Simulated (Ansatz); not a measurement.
# C₃H₉BS: small, medium and large basis sets

Aim: see how fast density functionals converge with the basis set for C₃H₉BS.

Method: one geometry, several basis sets; program: Ansatz 0.2.0, Gaussian basis.

Plan: PBE0-D4/def2-SVP; ωB97M-V/def2-SVP; PBE0-D4/def2-QZVPP; ωB97M-V/def2-QZVPP; the functionals' def2-TZVPP values are taken from earlier runs.

### Step 1. The relaxed structure

All runs share one geometry, relaxed beforehand with PBE0-D4 in a triple-zeta def2 set.

SMILES `CC(C)BS`, 14 atoms, charge 0, spin multiplicity 1.

Atoms are counted from 1 here; the program's logs count them from 0.

Bond lengths: C1–C2 1.530 Å, C1–H6 1.094 Å, C1–H7 1.094 Å, C1–H8 1.093 Å, C2–C3 1.532 Å, C2–B4 1.567 Å, C2–H9 1.097 Å, C3–H10 1.094 Å, C3–H11 1.093 Å, C3–H12 1.094 Å, B4–S5 1.776 Å, B4–H13 1.198 Å, S5–H14 1.346 Å. Angles: C2–C1–H6 110.9°, C2–C1–H7 110.6°, C2–C1–H8 112.0°, H6–C1–H7 107.7°, H6–C1–H8 107.7°, H7–C1–H8 107.7°, C1–C2–C3 110.4°, C1–C2–B4 110.2°, C1–C2–H9 108.3°, C3–C2–B4 109.1°, C3–C2–H9 108.1°, B4–C2–H9 110.5°, C2–C3–H10 111.0°, C2–C3–H11 112.0°, C2–C3–H12 110.5°, H10–C3–H11 107.7°, H10–C3–H12 107.6°, H11–C3–H12 107.8° and more.

### Step 2. PBE0-D4 in def2-SVP

File in.yaml:

```yaml
crystal:
  periodic: [false, false, false]
  atoms:
    - {symbol: C, position_ang: [0.326220, 1.501410, -0.084644]}
    - {symbol: C, position_ang: [-0.264770, 0.090588, -0.043802]}
    - {symbol: C, position_ang: [-0.000649, -0.638685, -1.365056]}
    - {symbol: B, position_ang: [0.369965, -0.729344, 1.130665]}
    - {symbol: S, position_ang: [-0.525096, -1.516228, 2.447593]}
    - {symbol: H, position_ang: [1.410688, 1.466547, -0.221958]}
    - {symbol: H, position_ang: [-0.095943, 2.072753, -0.917203]}
    - {symbol: H, position_ang: [0.125838, 2.056130, 0.835377]}
    - {symbol: H, position_ang: [-1.350631, 0.174730, 0.088575]}
    - {symbol: H, position_ang: [1.072773, -0.749072, -1.543499]}
    - {symbol: H, position_ang: [-0.444459, -1.637259, -1.377762]}
    - {symbol: H, position_ang: [-0.420135, -0.075667, -2.204559]}
    - {symbol: H, position_ang: [1.556264, -0.886400, 1.193643]}
    - {symbol: H, position_ang: [-1.772964, -1.158603, 2.091430]}
basis:
  gaussian: {orbitals: def2-SVP}
hamiltonian: {xc: pbe0, dispersion: d4}
output: {orbitals: {seedname: orbitals}}
```

Command:

```console
ansatz run in.yaml --threads 4 --pin off --events-out ev --progress --plain --max-ram 10444MiB
```

Further steps of the session: ωB97M-V in def2-SVP; PBE0-D4 in def2-QZVPP; ωB97M-V in def2-QZVPP.

**Question.** What will the summary of the whole plan be? Wanted: PBE0-D4: double and triple zeta above quadruple; ωB97M-V: double and triple zeta above quadruple.

The runs gave:

| quantity | value |
| --- | --- |
| PBE0-D4: double and triple zeta above quadruple | 8.49, 0.56 eV |
| ωB97M-V: double and triple zeta above quadruple | 8.75, 0.54 eV |

In words: For PBE0-D4 the step from double to triple zeta gains 7.94 eV and the next only 0.56 eV. These are total energies; as a rule much of such shifts cancels in differences, which this series doesn't test.
